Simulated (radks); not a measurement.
# W²⁺ in [Xe] 4f14 5d4: an all-electron calculation

Aim: the levels, the sizes of the orbitals and the parts of the energy of the tungsten ion W2+.

The numbers are computed with radks (a radial shooting solver on a logarithmic mesh, Libxc functionals) version 1 (scalar-relativistic Kohn-Sham, SCAN, spin-polarised, spherical densities, finite nucleus; open shells are filled with parallel spins first), except any that are marked as measured or tabulated.

### Step 1. The atom as given

* element: tungsten (Z = 74)
* charge: +2
* electrons: 72
* configuration: [Xe] 4f14 5d4
* nuclear rms radius: 5.3658 fm

The outer shells:

W²⁺
```
[Xe] core
4f [↑↓][↑↓][↑↓][↑↓][↑↓][↑↓][↑↓]
5d [↑ ][↑ ][↑ ][↑ ][  ]
```

### Step 2. The run

The run's settings:

```text
Z 74
configuration [Xe] 4f14 5d4
relativity scalar-relativistic
functional scan,scan
spin polarised
nucleus finite rms 5.3658 fm
c 137.035999084
```

Run with:

```
> python run_ks.py task.json out
```

This one command runs every case of the session in turn.

Q: Predict the outcome of this run.

The runs gave:

| quantity | value |
| --- | --- |
| total energy | -16141.6196 hartree |
| exchange-correlation share of it | 2.01 % |
| −T/E | 1.1015 |
| highest occupied level | 5d up, -21.095 eV |
| most extended occupied level | 5d up, <r> = 1.86 bohr |
| radius at density 0.001 e/bohr³ | 3.70 bohr |
| maxima of the radial density | 4 |
| ionisation energy, NIST | 26.0 (semi-emp.) eV |

What this shows: The radial density shows 4 maxima for 5 occupied principal shells; where shells overlap, one shows as a shoulder or not at all. −T/E is 1.102: with relativity the kinetic term as defined here no longer equals −E. The top level binds by 21.095 eV, 81 % of the NIST ionisation energy of 26.0 eV; the potential of a semilocal functional falls off too fast, so its top eigenvalue is too shallow. Open shells are spherical and high-spin; term and fine-structure splittings are not resolved. Spin-orbit splitting is averaged out at the scalar-relativistic level.
